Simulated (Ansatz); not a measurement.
The system is CaBr.

```
Br Ca
1.0
     4.08415    0.00000    0.00000
    -2.04207    3.53698    0.00000
     0.00000    0.00000    9.67213
Br Ca
2 2
Direct
  0.66667 0.33333 0.53449
  0.33333 0.66667 0.03449
  0.66667 0.33333 0.84051
  0.33333 0.66667 0.34051
```

The cell comes from a database or a generator and needn't be the stable form of this composition.

* Program: Ansatz 0.2.0
* Task: relaxation of cell and atoms
* Functional: PBE
* Potentials or basis: Ansatz PAW earlier set
* Cutoff: 680 eV (not typed: the program's choice for these potentials)
* k mesh: 8 × 8 × 3
* Occupations: fermi-dirac, width 0.05 eV
* Spin: no spin polarisation

At the start: volume 34.93 Å³/atom.

Task: Where does the relaxation end?

Result: It ends after 4 steps and the volume is 35.38 Å³/atom (+1.3 %); space group P6_3mc (No. 186, to 0.05 Å).

The path:
| step | energy change (eV) | largest force (eV/Å) | volume (Å³) |
| --- | --- | --- | --- |
| 1 | 0.0000 | 0.1257 | 139.72 |
| 2 | -0.0134 | 0.0227 | 140.97 |
| 3 | -0.0141 | 0.0018 | 141.52 |
| 4 | -0.0141 | 0.0018 | 141.52 |

Final structure:
```xyz
4
Lattice="4.0722 0.0000 0.0000 -2.0361 3.5266 0.0000 0.0000 0.0000 9.8546" Properties=species:S:1:pos:R:3 pbc="T T T"
Br    2.0361    1.1755    5.2898
Br    0.0000    2.3511    0.3625
Ca    2.0361    1.1755    8.2603
Ca    0.0000    2.3511    3.3330
```

Caveat: the plane-wave basis is chosen anew once the cell has moved, so the energies of steps on either side of that aren't comparable.
